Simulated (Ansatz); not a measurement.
Consider a comparison of functionals at one structure of Be₃N₂, space group P-3m1 (Ansatz 0.2.0, Python API).

The script, `xc_be3n2.py`:
```python
# -*- coding: utf-8 -*-
import ansatz as az
from tabulate import tabulate

system = (
    az.Lattice.from_parameters(2.817778, 2.817778, 4.667022, alpha=90.0, beta=90.0, gamma=120.0)
    .atom('Be', [0.0, 0.0, 0.0])
    .atom('Be', [2 / 3, 1 / 3, 0.649633])
    .atom('Be', [1 / 3, 2 / 3, 0.350367])
    .atom('N', [1 / 3, 2 / 3, 0.747058])
    .atom('N', [2 / 3, 1 / 3, 0.252942])
)

job = system.calculation()
job = job.basis(38 * az.Ry)
job = job.kpoints(8, 8, 4)
job = job.occupations('fixed').forces()
job = job.stress()

rows = []
for value in ['lda', 'r2scan', 'pbesol']:
    rep = job.functional(value).run(threads=1).report
    rows.append((value, rep['free_energy_ev'] / len(rep['lattice']['sites']), rep['n_iterations'], sum(rep['stress_gpa'][i][i] for i in range(3)) / 3, max(abs(f) for row in rep['forces_ev_ang'] for f in row), rep['n_kpoints']))

print(tabulate(rows, headers=['functional', 'F/atom (eV)', 'iterations', 'P (GPa)', 'max force (eV/A)', 'k-points'], floatfmt='.4f', tablefmt='github'))
```

Rank the functionals by the pressure that they give at this structure. What does the order say about their lattices?

From lowest to highest: LDA (-10.0 GPa), PBEsol (-3.5 GPa) and r2SCAN (-3.2 GPa). At a fixed cell a lower pressure usually means a smaller equilibrium volume, so LDA prefers the smallest cell and r2SCAN the largest. Gaps by band count in the reports: LDA 4.26 eV, r2SCAN 4.97 eV and PBEsol 4.20 eV (Kohn-Sham values on this mesh, as a rule under measured gaps).

The output:

```console
$ python xc_be3n2.py
| functional   |   F/atom (eV) |   iterations |   P (GPa) |   max force (eV/A) |   k-points |
|--------------|---------------|--------------|-----------|--------------------|------------|
| lda          |     -203.5102 |            6 |  -10.0085 |             0.0967 |         35 |
| r2scan       |     -210.9163 |            7 |   -3.1629 |             0.0714 |         35 |
| pbesol       |     -206.5618 |            6 |   -3.4599 |             0.0243 |         35 |
```

Pressure is positive in compression. This cell is a computed structure, which may not be the phase found in nature. Total energies of different functionals can't be compared; pressures, moments and gaps at this one structure can. Cost: roughly 3 core-seconds.

(A comment or docstring line of the script was reworded after the run, the code is as it ran; lines on the test bed's own set-up are left out of the output.)
